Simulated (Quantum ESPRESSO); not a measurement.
The system is GaF.

```
Ga F
1.0
     0.00000    2.84624    2.84624
     2.84624    0.00000    2.84624
     2.84624    2.84624    0.00000
Ga F
1 1
Cartesian
  1.4231 1.4231 1.4231
  0.0000 0.0000 0.0000
```

The cell was built by a generator and needn't be a form met in nature.

- Program: Quantum ESPRESSO 7.5
- Task: phonons
- Functional: PBE
- Potentials or basis: GBRV 1.5 PBE
- Cutoff: 762 eV
- Density cutoff: 6095 eV
- k mesh: 4 × 4 × 4, shifted
- Occupations: fermi-dirac, width 0.05 eV
- Spin: no spin polarisation
- Mixing beta: 0.5
- Most SCF iterations: 120
- SCF threshold: 4e-10 Ry

The first run showed a gap, so the response started from a second, tighter run with fixed occupations.

Which optical modes does the crystal have at the zone centre, and which show in infrared and Raman spectra?

The optical modes are T2. Infrared active: T2. Raman active: T2.

Optical modes at Γ, degenerate ones joined, polar ones without the macroscopic field:
| cm⁻¹ | components | symmetry | active in | IR intensity, summed ((D/Å)²/amu) |
| --- | --- | --- | --- | --- |
| 64 | 3 | T2 | IR and Raman | 10.45 |

Zone-centre frequencies without and with the macroscopic field along z (cm⁻¹):
|  | optical modes in rising order |
| --- | --- |
| without | 64 64 64 |
| with the field | 64 64 214 |

Born effective charge tensors (e):
atom 1, Ga
```
1.50 0.00 0.00
0.00 1.50 0.00
0.00 0.00 1.50
```
atom 2, F
```
-1.50  0.00  0.00
 0.00 -1.50  0.00
 0.00  0.00 -1.50
```
